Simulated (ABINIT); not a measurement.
Write the native input for ABINIT 10.8.3 (patched build) that does the following.

```yaml
Task: single point
Functional: PBEsol
Potentials_or_basis: PseudoDojo NC SR PBEsol v0.4 stringent
Cutoff: 1388 eV
k_mesh: 8 × 8 × 7
Occupations: fermi-dirac, width 0.05 eV
Spin: no spin polarisation
```

The system is NbTe.

```
CELL_PARAMETERS angstrom
3.70297 0.00000 0.00000
-1.85149 3.20687 0.00000
0.00000 0.00000 3.69421
ATOMIC_POSITIONS crystal
Te 0.66667 0.33333 0.00000
Nb 0.00000 0.00000 0.50000
```

The cell comes from a database or a generator and needn't be the stable form of this composition.

One way to write it, as run:

run.abi

```
pp_dirpath "./"
pseudos "Te.upf, Nb.upf"

acell 3.7029743866 3.7029743866 3.694211 Angstrom
rprim
     1.0000000000     0.0000000000     0.0000000000
    -0.5000000000     0.8660254038     0.0000000000
     0.0000000000     0.0000000000     1.0000000000
ntypat 2
znucl 52 41
natom 2
typat 1 2
xred
     0.6666666667     0.3333333333     0.0000000000
     0.0000000000     0.0000000000     0.5000000000

ecut 51.0

kptopt 1
ngkpt 8 8 7
nshiftk 1
shiftk 0.0 0.0 0.0

ixc -116133

nband 23
occopt 3
tsmear 0.00183747

nstep 100
tolvrs 1.0e-10

iomode 3
prtwf 0
prtden 0
prteig 0
prtebands 0
enunit 2
```

Potentials or basis: PseudoDojo NC SR PBEsol v0.4 stringent.

Run with:

```bash
$ abinit run.abi > log 2>&1
```

Results of the run:

```json
{
 "Pressure": "-5.0 GPa",
 "Band gap on the k mesh": "none (metal or under the smearing width)",
 "Valence electrons inside the program's atomic spheres": "Te 19.96; Nb 9.46"
}
```

Run time: 3.5 min on 1 thread of Intel(R) Xeon(R) Platinum 8259CL CPU @ 2.50GHz (Skylake/Cascade Lake) (shared host), peak memory 0.16 GiB.
